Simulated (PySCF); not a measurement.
# C7H8ClN: the cost of one run

Programs: PySCF 2.14.0, with routines of our own; each step states its level. All values are computed. Atoms count from 0.

### 1 The system as given

17 atoms, charge 0, multiplicity 1; geometry from: GFN2-xTB.

### 2 Magnetic properties: GIAO BHandHLYP/pcSseg-1

The job: settings as JSON, then the geometry in Å.

```
{"job": {"kind": "mag", "xc": "BHandHLYP", "basis": "pcSseg-1", "isotopologues": 0}, "charge": 0, "multiplicity": 1}
C      3.683581     0.290211     0.087547
N      2.845664    -0.629561     0.264990
C      1.509999    -0.584347     0.033605
C      0.630731     0.334309     0.490145
Cl     1.181256     1.753391     1.338574
C     -0.787391     0.189143     0.399118
C     -1.849167     0.919757     0.782119
C     -2.852401    -0.044907     0.221892
C     -1.636008    -0.894366    -0.225673
H      3.472840     1.237585    -0.409182
H      4.697727     0.120117     0.420483
H      1.113318    -1.480495    -0.425815
H     -1.967644     1.854157     1.297539
H     -3.498339    -0.522543     0.957245
H     -3.464932     0.342712    -0.590951
H     -1.560587    -1.870349     0.248873
H     -1.525644    -1.002785    -1.302572
```

Method: GIAO BHandHLYP/pcSseg-1 magnetisability, rotational g tensor and spin-rotation constants, non-relativistic, gas phase.

The run is started by

```sh
$ OMP_NUM_THREADS=1 python excited_run.py task.json out
```

One launch serves the whole session: the jobs run in the order shown.

**Question.** How long does this job take on 1 thread of Intel Xeon 6975P-C, shared host, and how much memory does it need?

About 28 s, with a peak of 0.88 GiB.
